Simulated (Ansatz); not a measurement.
# Europium, fcc under LDA: relaxation and energy

The plan for europium in the fcc structure: relax it, then solve it on a dense k-mesh. The start is ferromagnetic. The k-meshes are 10×10×10 for the relaxation; 14×14×14 for the dense run.

Computed with Ansatz 0.2.0 (DFT LDA (PW92), plane waves (420 eV) with PAW, scalar-relativistic; PBE-made PAW files, unless a step says otherwise).

## Step 1: The starting structure

It takes space group Fm-3m (No. 225, cubic). Conventional cell: a = 5.734 Å, b = 5.734 Å, c = 5.734 Å, α = 90.00°, β = 90.00°, γ = 90.00°. Around Eu (site symmetry m-3m) lie 12 Eu at 4.05 Å.

Structure file:

```cif
data_structure
_symmetry_space_group_name_H-M 'Fm-3m'
_symmetry_Int_Tables_number 225
_cell_length_a 5.7339
_cell_length_b 5.7339
_cell_length_c 5.7339
_cell_angle_alpha 90.000
_cell_angle_beta 90.000
_cell_angle_gamma 90.000
_cell_volume 188.52
loop_
_atom_site_label
_atom_site_type_symbol
_atom_site_symmetry_multiplicity
_atom_site_Wyckoff_symbol
_atom_site_fract_x
_atom_site_fract_y
_atom_site_fract_z
_atom_site_occupancy
Eu1 Eu 4 a 0.00000 0.00000 0.00000 1
```

The atoms start with moments of +7 μB.

## Step 2: Geometry optimisation

Input file input.yaml:

```yaml
crystal:
  lattice:
    - [0.0, 2.866950349, 2.866950349]
    - [2.866950349, 0.0, 2.866950349]
    - [2.866950349, 2.866950349, 0.0]
  atoms:
    - { symbol: Eu, position: [0.0, 0.0, 0.0], spin: 7.0 }
hamiltonian:
  xc: lda
  pseudopotentials:
    kind: paw
    azcp:
      Eu: "pseudopotentials/Eu.paw.azcp"
basis:
  ecutwfc: 420
  fft_grid_basis: typed
kpoints:
  mp_grid: { grid: [10, 10, 10], shift: [0, 0, 0] }
magnetization:
  spin_polarized: true
scf:
  occupations: { method: fermi_dirac, width: 0.05 }
relax:
  max_steps: 60
  f_tol: 0.01
  cell: {}
output:
  write_density: true
  write_potential: true
  elf: true
  volumetric_format: npy
```

On the command line:

```console
> ansatz run input.yaml --threads 4 --pin off --max-ram 8192MiB --backend cpu --events-out ev --progress --plain --runs-dir out
```

After this run come: Single point on a dense mesh.

**Question.** What will these runs give? Wanted: space group; conventional cell; volume; shortest distance; gap on the mesh; magnetic state; relative to bcc, ferromagnetic.

The runs gave:

| quantity | value |
| --- | --- |
| space group (spins left aside) | Fm-3m (No. 225) |
| conventional cell | a = 5.183 Å |
| volume | 34.814 Å³/atom |
| shortest distance | 3.665 Å |
| gap on the mesh | none (levels filled in part) |
| magnetic state | ferromagnetic, up to 7.10 μB per atom |
| relative to bcc, ferromagnetic | -24 meV/atom |

What this shows: The relaxation shrank the cell by 26.1 % in volume. It lies 24 meV/atom below the element's reference form at the same level (bcc, ferromagnetic, from a run of its own), so this level prefers it, against what is seen in nature. It ends ferromagnetic, with up to 7.10 μB per atom. Levels at the Fermi energy are filled in part, as in a metal. Relaxation kept the symmetry; phonons were not checked. Open f shells have many self-consistent states; this one is what the start led to.
